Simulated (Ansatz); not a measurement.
# KHf: the cost of one run

Program: Ansatz 0.2.0. Level of theory: DFT PBE, scalar-relativistic, plane waves, PAW. These are calculated values, not measurements.

The COD cell was measured well above room temperature, so it is larger than a cold one.

## 1. Starting point

Symmetry: Fm-3m, No. 225, cubic system. Conventional cell: a = 6.112 Å, b = 6.112 Å, c = 6.112 Å, α = 90.00°, β = 90.00°, γ = 90.00°. K (site symmetry m-3m) is surrounded by 6 Hf at 3.06 Å. Around Hf (site symmetry m-3m) lie 6 K at 3.06 Å.

Structure file:

```cif
data_structure
_symmetry_space_group_name_H-M 'Fm-3m'
_symmetry_Int_Tables_number 225
_cell_length_a 6.1120
_cell_length_b 6.1120
_cell_length_c 6.1120
_cell_angle_alpha 90.000
_cell_angle_beta 90.000
_cell_angle_gamma 90.000
_cell_volume 228.33
loop_
_atom_site_label
_atom_site_type_symbol
_atom_site_symmetry_multiplicity
_atom_site_Wyckoff_symbol
_atom_site_fract_x
_atom_site_fract_y
_atom_site_fract_z
_atom_site_occupancy
K1 K 4 a 0.00000 0.00000 0.00000 1
Hf1 Hf 4 b 0.50000 0.00000 0.00000 1
```

This is candidate A: rock salt type (Fm-3m, No. 225).

(A quick probe on a coarse mesh, which set the mesh and smearing, is not shown.)

## 3. Rough relaxation on the coarse mesh (candidate A)

The input, input.yaml:

```yaml
crystal:
  lattice:
    - [0.0, 3.0560121318, 3.0560121318]
    - [3.0560121318, 0.0, 3.0560121318]
    - [3.0560121318, 3.0560121318, 0.0]
  atoms:
    - { symbol: K, position: [0.0, 0.0, 0.0] }
    - { symbol: Hf, position: [0.5, 0.5, 0.5] }
basis:
  ecutwfc: 420
kpoints:
  mp_grid: { grid: [6, 6, 6] }
hamiltonian:
  xc: pbe
scf:
  occupations: { method: gaussian, width: 0.1 }
  lower_state_search: "off"
output:
  forces: true
  stress: true
  eigenvalues: true
relax:
  adjacent_minimum: "off"
  f_tol: 0.04
  max_steps: 70
  cell: { stress_tol: 0.4 }
```

The run is started by

```console
ansatz run input.yaml --threads 1 --pin off --max-ram 2560MiB --backend cpu --events-out ev --progress --plain --runs-dir out
```

What time and memory should one allow on 1 thread of Intel Xeon Platinum 8259CL at 2.50GHz (Skylake/Cascade Lake), shared host?

About 16 s, with a peak of 0.41 GiB.
